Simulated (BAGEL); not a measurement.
**SnH2F2 (SMILES [F][SnH2][F]), step by step**

Aim: a single-point energy (HF/ANO-RCC-VDZP), then the energy (NEVPT2(2,2)/ANO-RCC-VDZP) of SnH2F2. 

The results are computed with BAGEL 1.2.2.

2 further runs of the same task are left out: 2 set aside as unsound or not needed.

## 1. The system as given

SnH2F2 has 5 atoms, charge 0, and is taken as a singlet. SMILES: `[F][SnH2][F]`. One bond was lengthened or shortened from a relaxed shape.

Bond lengths: F1–Sn2 1.909 Å, Sn2–F3 1.909 Å, Sn2–H4 1.692 Å, Sn2–H5 1.438 Å. Angles: F1–Sn2–F3 103.3°, F1–Sn2–H4 107.1°, F1–Sn2–H5 107.1°, F3–Sn2–H4 107.1°, F3–Sn2–H5 107.1°, H4–Sn2–H5 123.6°.

## 2. A single-point energy at HF/ANO-RCC-VDZP (DKH2, density fitting with AutoAux) (run 1)

File hf.json:

```json
{ "bagel": [

{
  "title": "molecule",
  "basis": "ano-rcc-vdzp.json",
  "df_basis": "ano-rcc-vdzp-autoaux.json",
  "angstrom": false,
  "dkh": true,
  "geometry": [
    { "atom": "F", "xyz": [ -0.23682615, -0.42799651,  3.28827463 ] },
    { "atom": "Sn", "xyz": [  0.65588047,  0.10698495, -0.16538883 ] },
    { "atom": "F", "xyz": [ -1.91433603,  2.34423171, -1.34873533 ] },
    { "atom": "H", "xyz": [  0.24713271, -2.67828238, -1.68264994 ] },
    { "atom": "H", "xyz": [  2.99181440,  1.49685206, -0.17952398 ] }
  ]
},
{
  "title": "hf"
},
{
  "title": "print",
  "file": "orbitals.molden",
  "orbitals": true
}

]}
```

The basis set ANO-RCC-VDZP is read from a file made from the Basis Set Exchange's data (not shown).

Run with:

```sh
$ BAGEL_NUM_THREADS=1 BAGEL hf.json > hf.out
```

Output:

```text
* using 1 threads per process

  ===============================================================
  ===============================================================

  *** Geometry ***

  { "atom" : "F", "xyz" : [     -0.236826,     -0.427997,      3.288275 ] },
  { "atom" : "Sn", "xyz" : [      0.655880,      0.106985,     -0.165389 ] },
  { "atom" : "F", "xyz" : [     -1.914336,      2.344232,     -1.348735 ] },
  { "atom" : "H", "xyz" : [      0.247133,     -2.678282,     -1.682650 ] },
  { "atom" : "H", "xyz" : [      2.991814,      1.496852,     -0.179524 ] },

  Number of auxiliary basis functions:      934

  Since a DF basis is specified, we compute 2- and 3-index integrals:
    o Being stored without compression. Storage requirement is 0.049 GB

  Number of basis functions:       81
  Number of electrons      :       70

    * METHOD: MOLECULE                             1.84

  *** RHF ***

  === Nuclear Repulsion ===
   304.8525251670

      * DIIS with orbital gradients will be used.

  === RHF iteration (ano-rcc-vdzp.json) ===
      0      -6372.42250439          0.02551884           0.31
      1      -6372.56375675          0.02077947           0.29
      2      -6372.75576516          0.00137256           0.22
      3      -6372.75686832          0.00050256           0.20
      4      -6372.75701514          0.00009231           0.23
      5      -6372.75702696          0.00002640           0.24
      6      -6372.75702805          0.00000647           0.27
      7      -6372.75702811          0.00000189           0.24
      8      -6372.75702811          0.00000059           0.24
      9      -6372.75702811          0.00000012           0.25
     10      -6372.75702811          0.00000004           0.24
     11      -6372.75702811          0.00000001           0.25
     12      -6372.75702811          0.00000000           0.24
    * SCF iteration converged.

    * Permanent dipole moment:
           (   -1.437986,     0.592089,     0.874065) a.u.

    * METHOD: HF                                   4.82

    * METHOD: PRINT                                0.04

  ===============================================================
```

Run time: 7.2 s. Hardware: 1 thread of AMD EPYC 7R13 (Zen 3), shared host; peak memory 0.21 GiB.

## 3. A single-point energy at NEVPT2(2,2)/ANO-RCC-VDZP (DKH2, density fitting with AutoAux) (run 2)

File job.json:

```json
{ "bagel" : [

{
  "title" : "molecule",
  "basis" : "ano-rcc-vdzp.json",
  "df_basis" : "ano-rcc-vdzp-autoaux.json",
  "angstrom" : "false",
  "dkh" : "true",
  "geometry" : [
    { "atom" : "F", "xyz" : [    -0.23682615,    -0.42799651,     3.28827463 ] },
    { "atom" : "Sn", "xyz" : [     0.65588047,     0.10698495,    -0.16538883 ] },
    { "atom" : "F", "xyz" : [    -1.91433603,     2.34423171,    -1.34873533 ] },
    { "atom" : "H", "xyz" : [     0.24713271,    -2.67828238,    -1.68264994 ] },
    { "atom" : "H", "xyz" : [     2.99181440,     1.49685206,    -0.17952398 ] }
  ]
},

{
  "title" : "hf"
},

{
  "title" : "nevpt2",
  "nstate" : 1,
  "nact" : 2,
  "nclosed" : 34,
  "active" : [28, 37],
  "maxiter" : 200,
  "natocc" : "true",
  "ncore" : 20
},

{
  "title" : "print",
  "file" : "orbitals.molden",
  "orbitals" : "true"
}

]}
```

The basis set ANO-RCC-VDZP is read from a file made from the Basis Set Exchange's data (not shown).

Run with:

```sh
$ BAGEL_NUM_THREADS=1 BAGEL job.json > job.out
```

Output:

```text
* using 1 threads per process

  ===============================================================
  ===============================================================

  *** Geometry ***

  { "atom" : "F", "xyz" : [     -0.236826,     -0.427997,      3.288275 ] },
  { "atom" : "Sn", "xyz" : [      0.655880,      0.106985,     -0.165389 ] },
  { "atom" : "F", "xyz" : [     -1.914336,      2.344232,     -1.348735 ] },
  { "atom" : "H", "xyz" : [      0.247133,     -2.678282,     -1.682650 ] },
  { "atom" : "H", "xyz" : [      2.991814,      1.496852,     -0.179524 ] },

  Number of auxiliary basis functions:      934

  Since a DF basis is specified, we compute 2- and 3-index integrals:
    o Being stored without compression. Storage requirement is 0.049 GB

  Number of basis functions:       81
  Number of electrons      :       70

    * METHOD: MOLECULE                             1.60

  *** RHF ***

  === Nuclear Repulsion ===
   304.8525251670

      * DIIS with orbital gradients will be used.

  === RHF iteration (ano-rcc-vdzp.json) ===
      0      -6372.42250439          0.02551884           0.27
      1      -6372.56375675          0.02077947           0.30
      2      -6372.75576516          0.00137256           0.26
      3      -6372.75686832          0.00050256           0.24
      4      -6372.75701514          0.00009231           0.22
      5      -6372.75702696          0.00002640           0.24
      6      -6372.75702805          0.00000647           0.26
      7      -6372.75702811          0.00000189           0.29
      8      -6372.75702811          0.00000059           0.23
      9      -6372.75702811          0.00000012           0.22
     10      -6372.75702811          0.00000004           0.22
     11      -6372.75702811          0.00000001           0.23
     12      -6372.75702811          0.00000000           0.23
    * SCF iteration converged.

    * Permanent dipole moment:
           (   -1.437986,     0.592089,     0.874065) a.u.

    * METHOD: HF                                   4.63

    * freezing 20 orbitals
  ---------------------------
      CASSCF calculation
  ---------------------------

    ==== Active orbitals : =====
         Orbital 28
         Orbital 37
    ============================

    * nstate   :      1
    * nclosed  :     34
    * nact     :      2
    * nvirt    :     45
  === CASSCF iteration (ano-rcc-vdzp.json) ===

    * Using the second-order algorithm

      0  0     -6372.75736527     5.83e-05      0.09

      1  0     -6372.75880957     1.63e-04      1.16

      2  0     -6372.76225433     4.39e-04      1.04

      3  0     -6372.76274381     5.91e-05      1.31

      4  0     -6372.76275047     2.12e-05      1.41

      5  0     -6372.76275066     7.97e-06      1.42

      6  0     -6372.76275067     2.68e-06      1.11

      7  0     -6372.76275067     8.71e-07      1.11

      8  0     -6372.76275067     2.80e-07      1.12

      9  0     -6372.76275067     8.94e-08      1.11

     10  0     -6372.76275068     2.85e-08      0.93

     11  0     -6372.76275067     9.17e-09      1.01

    * Second-order optimization converged. *

     guess   0:   closed 1.                   open ..

  === FCI iteration ===

      0  0     -6372.75695718     4.86e-02      0.00
      1  0     -6372.76271671     2.73e-03      0.00
      2  0 *   -6372.76275067     8.59e-16      0.00

     * ci vector, state   0, <S^2> = 0.0000
       2.     0.9982247474
       .2    -0.0595596650

  === DF-NEVPT2 calculation ===

    * 3-index integral transformation done
    * assembly done

      NEVPT2 correlation energy:   -0.9031411326      0.19

          (+0)     -0.6468406997
          (+0)'    -0.1185348852
          (+1)     -0.0475699893
          (+1)'    -0.0101063311
          (+2)     -0.0032516904
          (-1)     -0.0700719220
          (-1)'    -0.0026859210
          (-2)     -0.0040796939

      NEVPT2 total energy:       -6373.6658918060

    * METHOD: NEVPT2                              14.84

    * METHOD: PRINT                                0.04

  ===============================================================
```

Run time: 22 s. Hardware: 1 thread of AMD EPYC 7R13 (Zen 3), shared host; peak memory 0.24 GiB.

## 4. What came out

```
                                     quantity           value
         run 1, HF/ANO-RCC-VDZP: total energy  -6372.75703 Eh
        run 1, HF/ANO-RCC-VDZP: dipole moment          4.53 D
          run 1, HF/ANO-RCC-VDZP: HOMO energy       -13.93 eV
          run 1, HF/ANO-RCC-VDZP: LUMO energy         2.22 eV
        run 1, HF/ANO-RCC-VDZP: HOMO–LUMO gap        16.14 eV
run 2, NEVPT2(2,2)/ANO-RCC-VDZP: total energy  -6373.66589 Eh
```
